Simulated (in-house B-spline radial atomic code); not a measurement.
# Ta²³⁺: excited configurations

Wanted: excitation energies of Ta²³⁺ as differences of total energies (ΔSCF).

Method: Dirac-Hartree-Fock, average of configuration, Fermi nucleus, basis-set limit. Code: in-house B-spline radial atomic code version 1.

## Step 1: What is computed

- element: tantalum (Z = 73)
- charge: +23
- electrons: 50
- configuration: [Kr] 4d10 4f4
- Hamiltonian: Dirac-Coulomb
- nucleus: Fermi, rms radius 5.351 fm

Outer shells as boxes (Hund's rule):

[Kr] 4d10 4f4
```
[Kr] core
4d [↑↓][↑↓][↑↓][↑↓][↑↓]
4f [↑ ][↑ ][↑ ][↑ ][  ][  ][  ]
```

The boxes only draw the lowest term's filling; these runs average over all states of the configuration.

Input settings:

```ini
Z = 73
electrons = 50.0
configuration = [Kr] 4d10 4f4
hamiltonian = dirac
method = hf
spin_polarised = False
nucleus = fermi
rms_radius = 5.3507
mass_number = 181
atomic_mass = 180.947998528
speed_of_light = 137.035999084
```

The reference is known from an earlier run: -15397.480853 hartree in all. Up to eight levels, counted from the top:

```
orbital  occupation  energy (eV)  <r> (bohr)
  3d5/2           6     -2472.31      0.1867
  4s1/2           2     -1243.25      0.4424
  4p1/2           2     -1139.81      0.4446
  4p3/2           4     -1067.43      0.4699
  4d3/2           4      -894.89      0.4727
  4d5/2           6      -880.56      0.4808
  4f5/2     1.71429      -679.32      0.4713
  4f7/2     2.28571      -676.22      0.4748
```

## Step 2: [Kr] 4d9 4f4 8g1

Input settings:

```ini
Z = 73
electrons = 50.0
configuration = [Kr] 4d9 4f4 8g1
hamiltonian = dirac
method = hf
spin_polarised = False
nucleus = fermi
rms_radius = 5.3507
mass_number = 181
atomic_mass = 180.947998528
speed_of_light = 137.035999084
```

## Step 3: [Kr] 4d9 4f4 5d1

Changes to the settings of step 2:

```diff
@@ -2,3 +2,3 @@
 electrons = 50.0
-configuration = [Kr] 4d9 4f4 8g1
+configuration = [Kr] 4d9 4f4 5d1
 hamiltonian = dirac
```

## Step 4: [Kr] 4d10 4f3 5g1

Changes to the settings of step 3:

```diff
@@ -2,3 +2,3 @@
 electrons = 50.0
-configuration = [Kr] 4d9 4f4 5d1
+configuration = [Kr] 4d10 4f3 5g1
 hamiltonian = dirac
```

## Step 5: Run with [Kr] 4d9 4f4 5f1

Changes to the settings of step 4:

```diff
@@ -2,3 +2,3 @@
 electrons = 50.0
-configuration = [Kr] 4d10 4f3 5g1
+configuration = [Kr] 4d9 4f4 5f1
 hamiltonian = dirac
```

## Step 6: Run with [Kr] 4d10 4f3 6s1

Changes to the settings of step 5:

```diff
@@ -2,3 +2,3 @@
 electrons = 50.0
-configuration = [Kr] 4d9 4f4 5f1
+configuration = [Kr] 4d10 4f3 6s1
 hamiltonian = dirac
```

Q: How far above the reference does each configuration lie (order and size, in eV)?

As calculated:

| net move | configuration | energy above the reference (eV) | with Breit, QED, recoil (eV) | largest <r> (bohr) |
| --- | --- | --- | --- | --- |
| 4f → 6s | [Kr] 4d10 4f3 6s1 | 314.03 | 314.45 | 1.37 |
| 4f → 5g | [Kr] 4d10 4f3 5g1 | 351.38 | 351.46 | 1.06 |
| 4d → 5d | [Kr] 4d9 4f4 5d1 | 420.62 | 420.33 | 0.964 |
| 4d → 5f | [Kr] 4d9 4f4 5f1 | 499.65 | 499.20 | 1.04 |
| 4d → 8g | [Kr] 4d9 4f4 8g1 | 757.44 | 756.99 | 3.44 |

Quantum defects of the promoted electron, δ = n − ζ/√(−2ε) with ζ = 24 and ε its orbital energy in hartree:

| promotion | δ |
| --- | --- |
| 4f → 6s | 1.342 |
| 4f → 5g | 0.081 |
| 4d → 5d | 0.888 |
| 4d → 5f | 0.485 |
| 4d → 8g | 0.131 |

At the bottom stands 4f → 6s (314.03 eV), at the top 4d → 8g (757.44 eV). Koopmans' estimate of the ionisation threshold is 676.22 eV; 1 configuration exceeds it and could autoionise. The defect is largest for 6s (1.34) and least for 5g (0.08): low angular momentum penetrates the core, high angular momentum stays outside it. Two partly filled shells share a symmetry and can mix in the average, which may lower the energy, for: 4d → 5d; 4d → 5f. These are averages over configurations, without correlation, not spectroscopic levels.
